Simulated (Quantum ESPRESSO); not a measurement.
Ge: single point with LDA

Ge:

```
Ge
1.0
     0.00000    2.70000    2.87663
     2.70000    0.00000    2.87663
     2.70000    2.70000    0.00000
Ge
2
Direct
  0.00000 0.00000 0.00000
  0.25000 0.25000 0.25000
```

```json
{
  "Program": "Quantum ESPRESSO 7.5",
  "Task": "single point",
  "Functional": "LDA",
  "Potentials or basis": "PseudoDojo 0.4.1 SR LDA standard",
  "Cutoff": "1061 eV",
  "Density cutoff": "4245 eV",
  "k mesh": "10 × 10 × 10",
  "Occupations": "gaussian, width 0.01 eV",
  "Spin": "no spin polarisation",
  "Form of the LDA correlation": "PW92",
  "Mixing beta": "0.5",
  "Most SCF iterations": "120",
  "SCF threshold": "4e-10 Ry"
}
```

```yaml
Pressure: 4.5 GPa
Band_gap_on_the_k_mesh: none (metal or under the smearing width)
```

Stress tensor (GPa, compression positive):
```
6.37 0.00 0.00
0.00 6.37 0.00
0.00 0.00 0.86
```

Levels at points of the mesh, in eV from the Fermi level:
```csv
k point,band 12,band 13,band 14,band 15,band 16,band 17
"(0.00, 0.00, 0.00)",-0.55,0.01,0.01,0.30,2.31,2.31
"(0.00, 0.00, -0.50)",-8.19,-2.01,-1.37,0.03,3.47,3.81
"(0.00, -0.50, -0.50)",-9.30,-3.67,-3.67,0.22,0.22,9.61
"(-0.50, -0.50, 0.00)",-9.65,-3.19,-3.19,0.77,0.77,9.83
```

Wall time 3.6 min on 1 thread of Arm Neoverse N1 (shared host), peak memory 0.16 GiB.
